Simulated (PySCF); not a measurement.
# B2H5NO: NMR shifts and spin-spin couplings at several levels of theory, part 2 of 2

PySCF 2.14.0. Atoms count from 0. Earlier steps stand in the parts before.

### Step 9. Nuclear shieldings: PBE0/IGLO-III

Job settings and geometry (Å):

```
{"job": {"kind": "nmr", "xc": "PBE0", "basis": "IGLO-III", "pop": true}, "charge": 0, "multiplicity": 1}
B     -1.771294     0.503793     0.348078
O     -0.667106    -0.269775     0.299680
B      0.581165     0.095804    -0.187730
N      1.620770    -0.821402    -0.074962
H     -1.743157     1.644931    -0.066617
H     -2.777963     0.020415     0.817214
H      0.759606     1.179946    -0.694891
H      2.557484    -0.630822    -0.399400
H      1.494722    -1.730995     0.351657
```

Method: GIAO PBE0/IGLO-III NMR shielding, non-relativistic, gas phase.

Log:

```text
coarse grid: 7424 points
cycle   1  E = -182.5707168522  dE =  2.970e-01  |g| = 6.744e-01  |ddm| = 1.765e+00
cycle   2  E = -182.4312762828  dE =  1.394e-01  |g| = 1.101e+00  |ddm| = 8.111e-01
cycle   3  E = -182.6540154196  dE = -2.227e-01  |g| = 8.873e-02  |ddm| = 5.400e-01
cycle   4  E = -182.6551093736  dE = -1.094e-03  |g| = 4.957e-02  |ddm| = 4.886e-02
cycle   5  E = -182.6555556031  dE = -4.462e-04  |g| = 1.085e-02  |ddm| = 2.135e-02
cycle   6  E = -182.6555837354  dE = -2.813e-05  |g| = 1.416e-03  |ddm| = 5.840e-03
cycle   7  E = -182.6555842525  dE = -5.171e-07  |g| = 1.879e-04  |ddm| = 1.015e-03
final grid: 71480 points
cycle   8  E = -182.6559650620  dE = -6.282e-05  |g| = 6.871e-03  |ddm| = 3.662e-02
cycle   9  E = -182.6559558855  dE =  9.177e-06  |g| = 9.795e-03  |ddm| = 6.065e-03
cycle  10  E = -182.6559736486  dE = -1.776e-05  |g| = 8.978e-04  |ddm| = 3.559e-03
cycle  11  E = -182.6559738187  dE = -1.701e-07  |g| = 3.177e-04  |ddm| = 5.961e-04
cycle  12  E = -182.6559738350  dE = -1.635e-08  |g| = 1.171e-04  |ddm| = 1.584e-04
cycle  13  E = -182.6559738378  dE = -2.748e-09  |g| = 1.290e-05  |ddm| = 5.335e-05
cycle  14  E = -182.6559738378  dE = -3.297e-11  |g| = 3.762e-06  |ddm| = 7.942e-06
converged SCF energy = -182.6559738378

GIAO shielding tensors (ppm)
atom      isotropic    diamagn.    paramagn.     s11        s22        s33       span
  0 B       46.586     193.465    -146.879     -0.998     43.396     97.359     98.357
  1 O       63.401     389.720    -326.318   -114.813    -68.292    373.309    488.122
  2 B       69.095     194.126    -125.030     36.056     78.721     92.508     56.452
  3 N      172.099     314.531    -142.433     84.492    207.760    224.044    139.552
  4 H       25.622      29.512      -3.889     24.752     25.569     26.546      1.794
  5 H       25.768      29.315      -3.548     25.432     25.523     26.348      0.916
  6 H       26.600      30.073      -3.473     25.023     26.162     28.615      3.592
  7 H       28.182      30.437      -2.255     24.028     25.718     34.801     10.773
  8 H       28.050      30.883      -2.832     23.774     25.297     35.080     11.306
```

Wall time 13 s (1 thread of Arm Neoverse V1, shared host); peak memory 0.83 GiB.

Key values: δ B0 53.4, B2 30.8, O1 263.8, N3 88.4, H4 5.68, H6 4.77 ppm (means over like atoms).

### Step 10. Nuclear shieldings: PBE0/pcSseg-0

Same as in step 9 but for these lines:

```diff
@@ -1,2 +1,2 @@
-{"job": {"kind": "nmr", "xc": "PBE0", "basis": "IGLO-III", "pop": true}, "charge": 0, "multiplicity": 1}
+{"job": {"kind": "nmr", "xc": "PBE0", "basis": "pcSseg-0", "pop": true}, "charge": 0, "multiplicity": 1}
 B     -1.771294     0.503793     0.348078
```

Method: GIAO PBE0/pcSseg-0 NMR shielding, non-relativistic, gas phase.

Log:

```text
coarse grid: 7424 points
cycle   1  E = -182.1345594635  dE =  2.586e-01  |g| = 5.409e-01  |ddm| = 2.655e+00
cycle   2  E = -182.0497308331  dE =  8.483e-02  |g| = 8.704e-01  |ddm| = 1.271e+00
cycle   3  E = -182.1911709493  dE = -1.414e-01  |g| = 5.853e-02  |ddm| = 8.397e-01
cycle   4  E = -182.1916158485  dE = -4.449e-04  |g| = 3.541e-02  |ddm| = 6.113e-02
cycle   5  E = -182.1918664014  dE = -2.506e-04  |g| = 5.144e-03  |ddm| = 2.811e-02
cycle   6  E = -182.1918739870  dE = -7.586e-06  |g| = 6.722e-04  |ddm| = 6.342e-03
final grid: 71480 points
cycle   7  E = -182.1686541222  dE = -1.045e-05  |g| = 3.455e-03  |ddm| = 1.244e-02
cycle   8  E = -182.1686521052  dE =  2.017e-06  |g| = 4.776e-03  |ddm| = 5.748e-03
cycle   9  E = -182.1686566586  dE = -4.553e-06  |g| = 3.919e-04  |ddm| = 3.334e-03
cycle  10  E = -182.1686566974  dE = -3.880e-08  |g| = 1.279e-04  |ddm| = 5.677e-04
cycle  11  E = -182.1686566999  dE = -2.533e-09  |g| = 4.930e-05  |ddm| = 1.405e-04
cycle  12  E = -182.1686567004  dE = -5.273e-10  |g| = 1.936e-06  |ddm| = 4.089e-05
converged SCF energy = -182.1686567004

GIAO shielding tensors (ppm)
atom      isotropic    diamagn.    paramagn.     s11        s22        s33       span
  0 B       49.785     194.641    -144.856     -5.059     50.099    104.314    109.373
  1 O       58.916     404.975    -346.059   -155.254    -68.776    400.779    556.033
  2 B       76.639     192.396    -115.757     40.808     86.923    102.187     61.379
  3 N      171.586     326.355    -154.769     77.828    213.200    223.730    145.901
  4 H       25.968      29.361      -3.393     24.752     26.335     26.817      2.065
  5 H       26.088      28.784      -2.696     25.904     26.030     26.330      0.426
  6 H       26.979      29.993      -3.014     25.725     26.094     29.117      3.392
  7 H       29.601      30.287      -0.686     25.429     26.676     36.698     11.268
  8 H       29.374      31.281      -1.907     24.946     26.329     36.846     11.901
```

It took 2.9 s on 1 thread of Arm Neoverse V1, shared host; peak memory 0.45 GiB.

In short: δ B0 55.1, B2 28.2, O1 278.9, N3 94.4, H4 6.80, H6 5.85 ppm (means over like atoms).

### Step 11. J couplings: HF/pcJ-1

Same as in step 10 but for these lines:

```diff
@@ -1,2 +1,2 @@
-{"job": {"kind": "nmr", "xc": "PBE0", "basis": "pcSseg-0", "pop": true}, "charge": 0, "multiplicity": 1}
+{"job": {"kind": "j", "xc": "HF", "basis": "pcJ-1"}, "charge": 0, "multiplicity": 1}
 B     -1.771294     0.503793     0.348078
```

With the program's defaults for keys left out, this is: HF/pcJ-1 indirect spin-spin coupling, non-relativistic, gas phase.

Log:

```text
final grid: 71480 points
cycle   1  E = -181.6477511075  dE =  4.552e-01  |g| = 5.359e-01  |ddm| = 2.179e+00
cycle   2  E = -181.7048016086  dE = -5.705e-02  |g| = 2.999e-01  |ddm| = 4.519e-01
cycle   3  E = -181.7200041445  dE = -1.520e-02  |g| = 6.297e-02  |ddm| = 1.941e-01
cycle   4  E = -181.7211044834  dE = -1.100e-03  |g| = 8.837e-03  |ddm| = 6.026e-02
cycle   5  E = -181.7211307356  dE = -2.625e-05  |g| = 3.000e-03  |ddm| = 1.172e-02
cycle   6  E = -181.7211331417  dE = -2.406e-06  |g| = 8.004e-04  |ddm| = 2.963e-03
cycle   7  E = -181.7211333758  dE = -2.340e-07  |g| = 1.763e-04  |ddm| = 1.150e-03
cycle   8  E = -181.7211333934  dE = -1.764e-08  |g| = 4.620e-05  |ddm| = 3.555e-04
cycle   9  E = -181.7211333948  dE = -1.423e-09  |g| = 1.242e-05  |ddm| = 8.960e-05
cycle  10  E = -181.7211333949  dE = -1.089e-10  |g| = 3.836e-06  |ddm| = 2.341e-05
converged SCF energy = -181.7211333949

Indirect spin-spin couplings (Hz)
  i      j    bonds     total        FC       PSO       DSO        SD
  0 B    1 O    1    -23.033   -29.167     6.151    -0.070     0.053
  0 B    2 B    2     -1.217    -1.020     0.009    -0.198    -0.008
  0 B    3 N    3     -2.199    -2.100    -0.111     0.058    -0.047
  0 B    4 H    1    161.006   161.257    -1.085     0.607     0.228
  0 B    5 H    1    169.983   170.177    -1.020     0.575     0.251
  0 B    6 H    3      3.200     3.401    -0.013    -0.160    -0.028
  0 B    7 H    4      0.761     0.805     0.554    -0.599     0.002
  0 B    8 H    4     -0.280    -0.290     0.508    -0.520     0.022
  1 O    2 B    1    -27.128   -30.514     3.555    -0.121    -0.048
  1 O    3 N    2      5.085     5.400    -0.461    -0.004     0.150
  1 O    4 H    2      0.818    -0.042     0.713     0.185    -0.038
  1 O    5 H    2    -14.027   -14.861     0.731     0.135    -0.032
  1 O    6 H    2     -3.998    -4.513     0.338     0.154     0.023
  1 O    7 H    3     -8.423    -8.684    -0.103     0.339     0.024
  1 O    8 H    3     -0.982    -1.451     0.391    -0.002     0.080
  2 B    3 N    1    -46.062   -48.285     2.628    -0.085    -0.320
  2 B    4 H    3      5.049     5.178    -0.090    -0.034    -0.005
  2 B    5 H    3      8.132     8.164     0.589    -0.635     0.014
  2 B    6 H    1    170.997   170.946    -1.131     1.018     0.164
  2 B    7 H    2      0.712     1.823    -0.016    -0.921    -0.175
  2 B    8 H    2     -8.003    -6.893     0.016    -0.920    -0.206
  3 N    4 H    4      0.201     0.200    -0.103     0.108    -0.004
  3 N    6 H    2     -7.786    -8.120     0.230     0.109    -0.006
  3 N    7 H    1   -105.869  -102.716    -2.655    -0.216    -0.282
  3 N    8 H    1   -104.036  -100.992    -2.559    -0.233    -0.252
  4 H    5 H    2     23.272    23.235     1.889    -1.977     0.126
  4 H    6 H    4     -0.648    -0.663    -0.798     0.791     0.021
  5 H    6 H    4     -0.606    -0.465     1.226    -1.366    -0.001
  6 H    7 H    3      3.600     3.890     0.441    -0.745     0.015
  6 H    8 H    3     13.314    13.582     2.892    -3.182     0.023
  7 H    8 H    2    -13.069   -14.089     6.398    -5.741     0.364
```

Wall time 9.9 s (1 thread of Arm Neoverse V1, shared host); peak memory 0.66 GiB.

A choice of the couplings up to four bonds, sorted by the number of bonds, with means over like pairs; isotopes 11B, 1H, 15N, 17O:

```tsv
pair	bonds	J (Hz)	Fermi contact (Hz)	dihedral (°)
B2–H6	1	171.0	170.9	–
B0–H4	1	165.5	165.7	–
N3–H7	1	-105.0	-101.9	–
B2–N3	1	-46.1	-48.3	–
O1–B2	1	-27.1	-30.5	–
B0–O1	1	-23.0	-29.2	–
H4–H5	2	23.3	23.2	–
H7–H8	2	-13.1	-14.1	–
N3–H6	2	-7.8	-8.1	–
O1–H4	2	-6.6	-7.5	–
O1–N3	2	5.1	5.4	–
O1–H6	2	-4.0	-4.5	–
B2–H7	2	-3.6	-2.5	–
B0–B2	2	-1.2	-1.0	–
H6–H7	3	8.5	8.7	–
B2–H4	3	6.6	6.7	–
O1–H7	3	-4.7	-5.1	–
B0–H6	3	3.2	3.4	-4
B0–N3	3	-2.2	-2.1	176
```

Means hide unlike values in this fixed geometry: O1–H4 from -14.0 to 0.8 Hz; B2–H7 from -8.0 to 0.7 Hz; H6–H7 from 3.6 to 13.3 Hz. They hold only if the pairs exchange fast.

Quadrupole couplings from the field gradients of the same density:

```tsv
atom	isotope	eQq/h (MHz)	η
O1	17O	5.449	0.85
B0	11B	4.402	0.27
N3	14N	-3.477	0.61
B2	11B	3.385	0.43
```

### Step 12. Run by run: NMR shifts

Shifts (ppm), means over like atoms, with basis size and wall time:

```tsv
run	H4	H6	H7	B0	B2	O1	N3	functions	time
PBE0/6-31G*	5.83	4.90	2.92	47.9	26.4	226.4	74.0	66	3.8 s
PBE0/6-311+G(2d,p)	5.74	4.85	3.11	50.3	29.0	255.7	86.4	138	8.7 s
PBE0/def2-SVP	5.59	4.58	3.31	49.7	28.1	250.3	83.7	81	4.5 s
PBE0/def2-TZVP	5.75	4.85	3.13	50.9	29.1	264.3	88.3	154	10 s
PBE0/cc-pVDZ	5.70	4.65	3.28	49.9	29.0	255.1	84.8	81	4.7 s
PBE0/cc-pVTZ	5.61	4.71	3.34	50.3	28.4	262.7	89.7	190	13 s
PBE0/aug-cc-pVDZ	5.87	4.91	3.33	48.9	29.3	247.5	80.6	137	9.1 s
PBE0/IGLO-III	5.68	4.77	3.26	53.4	30.8	263.8	88.4	190	13 s
PBE0/pcSseg-0	6.80	5.85	3.34	55.1	28.2	278.9	94.4	46	2.9 s
```

### Step 13. Results

What follows sums up all 2 parts.

| quantity | value |
| --- | --- |
| 1H shifts against TMS (PBE0/6-31G*, means over atoms taken as alike) | 5.83, 4.90, 2.92 ppm |
| 11B shifts against BF3·OEt2 (PBE0/6-31G*) | 47.9, 26.4 ppm |
| 17O shifts against H2O (PBE0/6-31G*) | 226.4 ppm |
| 15N shifts against NH3 (PBE0/6-31G*) | 74.0 ppm |
| largest coupling of the table (HF/pcJ-1) | 1J(B,H) B2–H6, 171.0 Hz |
| range of the shift of O1 | 226.4 to 278.9 ppm |

**Reading.** Single values in the summary come from the first sound run of each kind (PBE0/6-31G*; HF/pcJ-1), which need not be the best level. At PBE0/6-31G*: The widest tensor belongs to O1: span 455 ppm, with a paramagnetic part of -288 ppm. Hartree-Fock holds no correlation and is known to exaggerate Fermi-contact couplings, so these values are no estimate of measured ones. In the run at HF/pcJ-1, the largest coupling of the table is B2–H6, 171.0 Hz, of which the Fermi-contact term gives 170.9 Hz. Couplings across rotatable bonds belong to this one conformer; where others are populated, the observed values are averages. In ppm, O1 moves most: its shift spreads over 52.6 ppm, from 226.4 (PBE0/6-31G*) to 278.9 (PBE0/pcSseg-0).
